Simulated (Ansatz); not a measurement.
# Hf: an axial (c/a) deformation path

The task here is to estimate one member of a computed series from the others.

Computed with Ansatz 0.2.0 (DFT PBEsol, scalar-relativistic, plane waves, PAW, unless a step's input says otherwise).

## Starting point

The structure is hexagonal, space group P6_3/mmc (No. 194). The conventional cell has a = 3.197 Å, b = 3.197 Å, c = 5.058 Å, α = 90.00°, β = 90.00°, γ = 120.00°. Hf (site symmetry -6m2) is surrounded by 12 Hf at 3.13 to 3.20 Å.

Structure file:

```xyz
2
Lattice="3.1967 0.0000 0.0000 -1.5983 2.7684 0.0000 0.0000 0.0000 5.0578" Properties=species:S:1:pos:R:3 pbc="T T T"
Hf    0.0000    1.8456    1.2645
Hf    1.5983    0.9228    3.7934
```

No relaxation comes first: the listed cell is the starting point.

The first run:

At fixed volume and fractional coordinates, lengths along (0.000, 0.000, 1.000) are scaled against those across it; ρ is that ratio over its starting value.

Contents of input.yaml:

```yaml
crystal:
  lattice:
    - [3.3746497546, 0.0, 0.0]
    - [-1.6873248773, 2.9225324164, 0.0]
    - [0.0, 0.0, 4.538450495]
  atoms:
    - { symbol: Hf, position: [0.3333333333, 0.6666666667, 0.25] }
    - { symbol: Hf, position: [0.6666666667, 0.3333333333, 0.75] }
basis:
  ecutwfc: 420
kpoints:
  mp_grid: { grid: [18, 18, 10] }
hamiltonian:
  xc: pbesol
scf:
  occupations: { method: gaussian, width: 0.15 }
output:
  forces: true
  stress: true
  eigenvalues: true
  write_density: true
  write_potential: true
  elf: true
  volumetric_format: npy
```

Launch:

```console
ansatz run input.yaml --threads 1 --pin off --max-ram 2560MiB --backend cpu --events-out ev --progress --plain --runs-dir out
```

Steps of the session up to this table: ρ = 0.850; Point ρ = 1.200; At ρ = 0.920; ρ = 1.100; ρ = 0.960; ρ = 1.050; ρ = 0.800; Point ρ = 1.300.

One table of the session follows, with a row left open; its other results are not shown here.

It belongs to the step «The scan collected». 

```
    ρ  ΔE (meV/atom)  pressure (GPa)
0.800          236.5            -1.6
0.850          135.6            -2.3
0.920              ?               ?
0.960            8.9            -3.5
1.000            0.0            -3.8
1.050           13.5            -3.8
1.100           48.4            -3.7
1.200          153.7            -3.5
1.300          273.4            -2.5
```

Estimate the missing values for ρ = 0.920.

Worked estimate for «ΔE (meV/atom)». A straight line through the neighbours (0.850, 135.6) and (0.960, 8.9) gives 135.6 + (8.9 − 135.6) × (0.920 − 0.850) / (0.960 − 0.850) = 55.0; a parabola fitted to 4 rows on both sides gives 39.3.

As computed: ΔE (meV/atom): 37.6; pressure (GPa): -3.2. In «ΔE (meV/atom)» the line misses by +17.4 and the parabola by +1.7.
